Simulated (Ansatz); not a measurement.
# Si3O: the cost of one run

Method: DFT PBEsol, scalar-relativistic, plane waves, PAW, in Ansatz 0.2.0.

1 further run of the same task is left out (it didn't finish).

## Step 1: The structure to begin with

It takes space group P6_322 (No. 182, hexagonal). The conventional cell has a = 6.055 Å, b = 6.055 Å, c = 3.411 Å, α = 90.00°, β = 90.00°, γ = 120.00°. Around Si (site symmetry 2) lie 2 O at 2.16 Å. Around O (site symmetry 32) lie 6 Si at 2.16 Å.

Coordinates:

```xyz
8
Lattice="6.0549 0.0000 0.0000 -3.0275 5.2437 0.0000 0.0000 0.0000 3.4111" Properties=species:S:1:pos:R:3 pbc="T T T"
Si    2.0992    0.0000    0.0000
Si    1.0496    1.8180    1.7056
Si   -1.0496    1.8180    0.0000
Si    3.9557    0.0000    1.7056
Si    1.9778    3.4257    0.0000
Si   -1.9778    3.4257    1.7056
O     0.0000    3.4958    0.8528
O     3.0275    1.7479    2.5583
```

This is a trial structure built by rule; it need not be a known or stable form of this composition.

It is the result of an earlier relaxation at this level (volume 13.54 Å³/atom; gap on the mesh: none (metal)).

It is a trial structure (swap of Zr by Si in Zr3O), so another structure or a mixture of phases may lie lower.

## Step 2: Tight relaxation for the response runs, with the smearing for a metal

Response functions are second derivatives at a minimum, so forces and stress are first brought close to zero on the mesh and occupations that the response runs use.

File input.yaml:

```yaml
crystal:
  lattice:
    - [6.0549055368, -1.0e-10, 0.0]
    - [-3.0274527684, 5.2437020124, 0.0]
    - [0.0, 0.0, 3.4111280058]
  atoms:
    - { symbol: Si, position: [0.3466960168, 0.0, 0.0] }
    - { symbol: Si, position: [0.3466960168, 0.3466960168, 0.5] }
    - { symbol: Si, position: [0.0, 0.3466960168, 0.0] }
    - { symbol: Si, position: [0.6533039832, 0.0, 0.5] }
    - { symbol: Si, position: [0.6533039832, 0.6533039832, 0.0] }
    - { symbol: Si, position: [0.0, 0.6533039832, 0.5] }
    - { symbol: O, position: [0.3333333333, 0.6666666667, 0.25] }
    - { symbol: O, position: [0.6666666667, 0.3333333333, 0.75] }
basis:
  ecutwfc: 420
kpoints:
  mp_grid: { grid: [6, 6, 10] }
hamiltonian:
  xc: pbesol
scf:
  occupations: { method: fermi_dirac, width: 0.15 }
output:
  forces: true
  stress: true
  eigenvalues: true
relax:
  adjacent_minimum: "off"
  f_tol: 0.001
  max_steps: 60
  cell: { stress_tol: 0.01 }
```

Launch:

```
$ ansatz run input.yaml --threads 2 --pin off --max-ram 7168MiB --backend cpu --events-out ev --progress --plain --runs-dir out
```

Q: Estimate wall time and peak memory on 2 threads of Intel Xeon 6975P-C (Granite Rapids), shared host.

About 24 s, with a peak of 0.47 GiB.
